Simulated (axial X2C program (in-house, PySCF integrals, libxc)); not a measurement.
**A two-component session on SnCl: properties at the nuclei**

Aim: properties at the nuclei of SnCl, with spin–orbit coupling in the Hamiltonian from the start.

Method: two-component X2C with atomic mean-field terms, Sn dyall-cv3z, Cl dyall-av3z; program: an in-house X2C program for linear molecules on PySCF integrals.

All values are calculated.

## (1) Set-up

task.json

```json
{"zs": [50, 17], "q": 0, "bas": ["dyall-cv3z", "dyall-av3z"], "r0": 2.39, "levels": ["PBE0", "HF", "PBE50", "TPSSh", "BP86"], "nst": 3}
```

Keys: zs atomic numbers; q charge; bas basis sets; r0 starting distance in Å; levels methods (HF also brings MP2); nst determinants followed.

Command:

```
python soeom.py task.json out
```

The runs that follow: Expectation values, lowest determinant; Expectation values, a higher determinant.

Before running it: what results should come out? Wanted: lowest determinant; Eeff magnitude; Ws magnitude Sn; A∥/gI Sn; qzz Sn; higher determinant (for each run or level that gives them).

The runs gave:

| quantity | value |
| --- | --- |
| lowest determinant | Ω = 1/2 (excess of +ω over −ω: ω = 1/2) |
| Eeff magnitude (GV/cm), PBE0 | 0.72 |
| Ws magnitude Sn (kHz), PBE0 | 0.75 |
| A∥/gI Sn (MHz), PBE0 | 2750 |
| qzz Sn (a.u.), PBE0 | -0.60 |
| higher determinant | Ω = 3/2 (excess of +ω over −ω: ω = 3/2) |
| Eeff magnitude (GV/cm), PBE0, higher determinant | 1.24 |
| Ws magnitude Sn (kHz), PBE0, higher determinant | 0.49 |
| A∥/gI Sn (MHz), PBE0, higher determinant | 260 |
| qzz Sn (a.u.), PBE0, higher determinant | -1.12 |

What this shows: In the first state, the effective field runs from 0.167 to 0.82 GV/cm over the mean-field levels, so the levels don't agree on it. The expectation values come from single determinants, which for open shells can mix terms of unlike spin or miss the lowest Ω, so a determinant need not be a state. Eeff is the effective electric field on the electron dipole moment in this Ω state and Ws the scalar–pseudoscalar constant (defined with the proton number Z and per Ω); A∥ is the parallel hyperfine constant, which follows by multiplying with the nuclear g factor gI = μI/(I μN); qzz is the electric field gradient, eQq0 = 234.96 MHz × Q/barn × qzz; μ is positive if Cl is the positive end. The operators were transformed with the bare-nucleus X2C matrices.
